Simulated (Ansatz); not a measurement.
# GaH4PS: from a rough start to a minimum

Aim: relax GaH4PS from a cheap starting geometry, then compute its harmonic vibrations to see whether it is a minimum and to get the zero-point energy and entropy, and look at its orbitals and charge.

Program: Ansatz 0.2.0, Gaussian basis. Level of theory: RKS PBE0-D4/def2-TZVP. These are calculated values, not measurements.

Plan: relaxation at PBE0-D4/def2-TZVP; harmonic vibrations at the same level; a single point in def2-TZVPP for the fields.

**1. Where the work starts**

SMILES `S[PH][GaH2]`, 7 atoms, charge 0, spin multiplicity 1.

Atoms are counted from 1 here; the program's logs count them from 0.

Bond lengths: S1–P2 2.136 Å, S1–H4 1.332 Å, P2–Ga3 2.356 Å, P2–H5 1.406 Å, Ga3–H6 1.582 Å, Ga3–H7 1.586 Å. Angles: P2–S1–H4 96.7°, S1–P2–Ga3 83.5°, S1–P2–H5 95.5°, Ga3–P2–H5 94.7°, P2–Ga3–H6 122.3°, P2–Ga3–H7 125.3°, H6–Ga3–H7 111.9°.

The start is a GFN2-xTB geometry.

**2. Geometry optimisation, PBE0-D4/def2-TZVP**

in.yaml reads:

```yaml
crystal:
  periodic: [false, false, false]
  atoms:
    - {symbol: S, position_ang: [-1.317890, -1.108650, -0.053080]}
    - {symbol: P, position_ang: [-0.723770, 0.819160, -0.756430]}
    - {symbol: Ga, position_ang: [1.161970, 0.436840, 0.603440]}
    - {symbol: H, position_ang: [-2.630020, -0.928090, -0.192580]}
    - {symbol: H, position_ang: [-0.113180, 0.350390, -1.933390]}
    - {symbol: H, position_ang: [1.228830, 0.917720, 2.108650]}
    - {symbol: H, position_ang: [2.394060, -0.487380, 0.223390]}
basis:
  gaussian: {orbitals: def2-TZVP}
hamiltonian: {xc: pbe0, dispersion: d4}
relax: {f_tol: 0.005, max_steps: 150}
```

Command:

```
> ansatz run in.yaml --threads 2 --pin off --events-out ev --progress --plain --max-ram 4352MiB
```

Further steps of the session: Vibrations by finite differences; Fields at the relaxed geometry.

Q: Predict the results of all the runs planned. Wanted: point group; shift from the start; total energy; dispersion term; dipole moment; lowest, highest wavenumber; zero-point energy; HOMO, LUMO.

**Answer**, as computed:

| quantity | value |
| --- | --- |
| point group | C1 |
| steps | 13 |
| shift from the start (rms) | 0.554 Å |
| total energy | -72554.2148 eV |
| dispersion term | -170 meV |
| dipole moment | 0.61 D |
| lowest, highest wavenumber | 174, 2708 cm⁻¹ |
| zero-point energy | 88.2 kJ/mol |
| entropy at 298.15 K | 320.2 J/(mol K) |
| HOMO, LUMO | -6.74, -1.16 eV |

**Reading.** The atoms moved 0.55 Å (rms) from the start; the bond that changed most is S1–P2, from 2.136 to 2.199 Å. No mode is imaginary: a true minimum at this level. The stiffest mode, 2708 cm⁻¹, is an S–H stretch. Harmonic hybrid wavenumbers usually lie a few per cent above measured fundamentals. The largest Mulliken charge, +0.22 e, sits on Ga3. The HOMO lies mostly on P2 48 %; S1 19 % and the LUMO on P2 47 %; S1 31 %.
